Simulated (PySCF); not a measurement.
Molecule: ClBSeH2, in a box.

```
Cl B Se H
1.0
    14.00000    0.00000    0.00000
     0.00000   12.00000    0.00000
     0.00000    0.00000   10.00000
Cl B Se H
1 1 1 2
Direct
  0.35761 0.48149 0.48002
  0.48094 0.47695 0.50301
  0.55122 0.61397 0.50567
  0.51953 0.38953 0.51665
  0.64425 0.56022 0.52677
```

Base run:

```yaml
Program: PySCF 2.14.0
Functional: HLE16
Potentials_or_basis: def2-svp (all-electron)
k_mesh: 1 × 1 × 1
Occupations: fixed
Spin: no spin polarisation
```

Its results: gap between the frontier levels 4.73 eV.

The run is repeated on the same cell with these changes: functional from HLE16 to PBE. What comes out?

Gap between the frontier levels 4.45 eV.

Caveats: this is a molecule in a periodic box at the Γ point, so its band gap is the HOMO-LUMO gap; relativity is left out, which matters for the heavier elements; the basis of atomic orbitals isn't converged, which shifts pressures, moduli and gaps.

